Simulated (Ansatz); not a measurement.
Run this with Ansatz 0.2.0, Python API and show what comes out.

Script `laas.py`:
```python
'''Editing single keys of the input for LaAs.'''

import warnings

import ansatz

warnings.simplefilter('ignore', ansatz.DeckWarning)

system = (
    ansatz.Lattice.fcc(6.151)
    .space_group(225)
    .atom('La', (0.5, 0.0, 0.0))
    .atom('As', (0.0, 0.0, 0.0))
    .primitive()
)

job = (
    system.calculation()
    .functional(ansatz.Functional.LDA)
    .basis(470)  # plane waves up to this kinetic energy
    .kpoints(spacing=0.24)
    .occupations('Fermi-Dirac', width=0.1)  # fractional filling near the Fermi level
    .band_table()
)
typed = job.input()
rows = []
for value in [2, 5, 10]:
    edited = typed.set(ansatz.key.scf.mixing.ndim, value)
    r = ansatz.Session.from_dict(edited).plan().execute().report
    rows.append((value, r['free_energy_ev'], r['n_iterations'], len(r['eigenvalues_ev'][0]) if 'eigenvalues_ev' in r else 0))
lines = [','.join(['history', 'F eV', 'iterations', 'bands listed'])] + [','.join(f'{v:.4f}' if isinstance(v, float) else str(v) for v in row) for row in rows]
print('\n'.join(lines))
with open('edit.csv', 'w') as handle:
    handle.write('\n'.join(lines) + '\n')
```

Output of `python laas.py`:
```text
history,F eV,iterations,bands listed
2,-10852.8765,8,17
5,-10852.8765,6,17
10,-10852.8765,6,17
```

Absolute energies stand on the zero of these potentials, so only differences at equal settings mean something. A total without «per atom» is that of the whole cell that was run. For a metal this k-point mesh is coarse: on a finer one energies can move by several to tens of meV an atom and pressures by half a GPa or more, differences at one mesh by less. The structure is a deposited one; some such entries were measured under pressure or heat, so a shift against it needn't be the functional's error alone. The whole script took 7.6 s on 1 thread of Arm Neoverse V2, with other jobs on the host, peak memory 0.41 GiB.
